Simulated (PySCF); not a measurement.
# F3Mn (MnF3): the cost of one run

Computed with PySCF 2.14.0 and routines of our own; the level stands in each step. Atoms count from 0.

## 1. The starting structure

4 atoms, charge 0, states of the metal's open shell are computed; geometry from: model start, shaken.

## 2. Geometry optimisation at PBE0-D3(BJ)/def2-TZVP

What the job is given:

```
{"job": {"xc": "PBE0", "basis": "def2-TZVP", "d3": "d3bj", "grid": 1, "maxiter": 45, "kind": "geom"}, "charge": 0, "metal": "Mn", "open_shell": "d4"}
Mn     0.000020     0.004480    -0.004110
F      1.751640    -0.006820    -0.014870
F     -0.881600     1.548640    -0.007380
F     -0.891810    -1.521190     0.005350
```

Run with:

```
$ OMP_NUM_THREADS=1 python lf_run.py task.json out
```

This one command runs all jobs of the session in turn.

**Question.** How long does this first job take on 1 thread of Arm Neoverse V2, shared host, and how much memory does it need?

About 93 s, with a peak of 0.56 GiB.
